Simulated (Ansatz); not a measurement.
I need a rigid scan of one bond angle of H5NSSeSi, SMILES N[SiH](S)[SeH]. Use Ansatz's Python interface. Use (for the species named): CAM-B3LYP, def2-SVP basis, multiplicity 1.

```xyz
9

N     0.2554    1.2550   -0.9895
Si    0.4446    0.0788    0.2853
S     1.0393   -1.7726   -0.6071
Se   -1.4341   -0.2229    1.4114
H    -0.5670    0.9426   -1.6240
H    -0.1427    2.1820   -0.5355
H     1.5088    0.5552    1.2235
H     1.1760   -2.3879    0.6563
H    -2.1918   -0.6765    0.1626
```

`bend_h5nssesi.py`:
```python
# -*- coding: utf-8 -*-
'''Energy of H5NSSeSi against one bond angle.'''

import warnings

import ansatz as az
from ase import Atoms


def main():
    warnings.simplefilter('ignore', az.DeckWarning)

    atoms = Atoms(['N', 'Si', 'S', 'Se', 'H', 'H', 'H', 'H', 'H'], positions=[
        (0.2554, 1.255, -0.9895),
        (0.4446, 0.0788, 0.2853),
        (1.0393, -1.7726, -0.6071),
        (-1.4341, -0.2229, 1.4114),
        (-0.567, 0.9426, -1.624),
        (-0.1427, 2.182, -0.5355),
        (1.5088, 0.5552, 1.2235),
        (1.176, -2.3879, 0.6563),
        (-2.1918, -0.6765, 0.1626),
    ])

    # relax first, so that the scan starts from a minimum
    first = (
        az.Crystal.molecule_from_ase(atoms).calculation()
        .basis(gaussian='def2-SVP')  # the orbital basis, by name
        .functional('CAM-B3LYP')
        .relax(force_tolerance=0.02, max_steps=80)  # relax until the tolerances are met
    )
    atoms.positions = first.run(threads=1, backend='cpu').report['positions_ang']

    rows = []
    for angle in [85, 95, 105, 115, 125, 140, 160]:
        bent = atoms.copy()
        bent.set_angle(1, 3, 8, angle, indices=[8])
        calc = (
            az.Crystal.molecule_from_ase(bent).calculation()
            .basis(gaussian='def2-SVP')  # atom-centred Gaussian functions
            .functional('CAM-B3LYP')
        )
        rows.append((angle, calc.run(threads=1, backend='cpu').report['free_energy_ev']))
    floor = min(e for _, e in rows)
    for angle, e in rows:
        print(f'angle Si1-Se3-H8 = {angle:3d} deg   {1000 * (e - floor):9.1f} meV')


if __name__ == '__main__':
    main()
```

```console
$ python bend_h5nssesi.py
angle Si1-Se3-H8 =  85 deg        41.3 meV
angle Si1-Se3-H8 =  95 deg         0.0 meV
angle Si1-Se3-H8 = 105 deg        59.3 meV
angle Si1-Se3-H8 = 115 deg       210.9 meV
angle Si1-Se3-H8 = 125 deg       443.6 meV
angle Si1-Se3-H8 = 140 deg       908.9 meV
angle Si1-Se3-H8 = 160 deg      1599.8 meV
```

The scan is rigid, and the energies are electronic, in a modest basis. The zero is the lowest point of the grid, which needn't be the minimum. The whole script took 2.2 min on 1 thread of Arm Neoverse V1 (shared host), peak memory 0.39 GiB.

(A comment or docstring line of the script was reworded after the run, the code is as it ran.)
